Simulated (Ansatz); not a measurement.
Consider a comparison of norm-conserving and PAW potentials of TiBeB, space group P-6m2 (the Ansatz DFT code, driven from Python).

Input file `tibeb.cif`:
```cif
data_TiBeB
_cell_length_a 3.278237
_cell_length_b 3.278237
_cell_length_c 3.142913
_cell_angle_alpha 90.00000
_cell_angle_beta 90.00000
_cell_angle_gamma 120.00000
_symmetry_space_group_name_H-M 'P 1'
_symmetry_Int_Tables_number 1
loop_
_symmetry_equiv_pos_as_xyz
'x, y, z'
loop_
_atom_site_label
_atom_site_type_symbol
_atom_site_fract_x
_atom_site_fract_y
_atom_site_fract_z
Ti1 Ti    0.333333    0.666667    0.000000
Be2 Be    0.666667    0.333333    0.500000
B3 B    0.000000    0.000000    0.500000
```

Script `run_nc_paw.py`:
```python
"""Two kinds of potentials on TiBeB."""

import ansatz as az
from ase.io import read
import numpy as np
import pandas as pd


def count_gap(report):
    # lowest empty less highest filled band, counting bands; zero where they overlap
    return max(report.get("gap_by_band_count_ev") or 0.0, 0.0)


def main() -> None:
    atoms = read("tibeb.cif")
    xtal = az.Crystal.from_ase(atoms)

    job = (
        xtal.calculation()
        .scf(tolerance=1e-10)
        .kpoints(11, 11, 10)
        .functional(az.Functional.LDA)
        .occupations("Fermi-Dirac", width=0.1)
        .stress()
        .forces()
        .band_table()
    )
    variants = {
        "PAW": job.pseudopotentials("paw"),
        "norm-conserving": job.pseudopotentials("nc"),
    }
    # totals differ by the cores that each treatment holds, so compare what does not depend on them
    rows = []
    for label, variant in variants.items():
        summary = variant.run(threads=1, pin="off").report
        levels = np.array(summary["eigenvalues_ev"][0]) - summary["fermi_energy_ev"]
        print(label, "levels at the first k-point near E_F:", np.round(levels[np.abs(levels) < 5], 3))
        rows.append((label, summary["n_electrons"], np.trace(summary["stress_gpa"]) / 3, float(np.abs(summary["forces_ev_ang"]).max()), count_gap(summary)))
    print(pd.DataFrame(rows, columns=["treatment", "electrons in bands", "P GPa", "max force component eV/A", "gap by band count eV"]).round(4).to_string(index=False))


if __name__ == "__main__":
    main()
```

How well do the two treatments of the cores agree on the pressure?

PAW gives -8.829 GPa and norm-conserving -8.692 GPa, 0.14 GPa apart. They took 2.8 and 11.8 s of processor time.

The run itself:

`python run_nc_paw.py` gives:
```text
DeckWarning: the atoms were moved onto the symmetric positions of the space group found under crystal.symmetry.tolerance 1.0e-5 (fractional; no operation is sought that the atoms, as they stand in a [...]
DeckWarning: basis.ecutwfc = 420 eV, auto-derived from the records' recommended cutoffs: set by Ti (normal level)
PAW levels at the first k-point near E_F: [-1.078 -1.078 -0.601  1.224  2.59   2.59 ]
DeckWarning: basis.ecutwfc = 1197.300995 eV, auto-derived from the records' recommended cutoffs: set by Be (normal level)
norm-conserving levels at the first k-point near E_F: [-1.08  -1.08  -0.602  1.22   2.599  2.599]
      treatment  electrons in bands   P GPa  max force component eV/A  gap by band count eV
            PAW                17.0 -8.8289                       0.0                   0.0
norm-conserving                19.0 -8.6916                       0.0                   0.0
```
(Warnings from the package without file and line, shortened.)

Reading the output:
- The computed bands are complete only to about 3.1 eV above the Fermi level.
- A gap by band count of zero or less means overlapping bands, a metal, and at an odd count of electrons it is no gap at all.
- At these settings the cell as given stands under about -9 GPa, so it isn't at this functional's equilibrium volume.
- The structure comes from a database of computed cells and needn't be a stable or known phase.
- Gaps and levels are Kohn-Sham values on a finite set of k-points.
- Stress is positive in compression.
- It ran for 16 s on 1 thread of Intel(R) Xeon(R) Processor @ 2.30GHz, with other jobs on the host, peak memory 0.72 GiB.
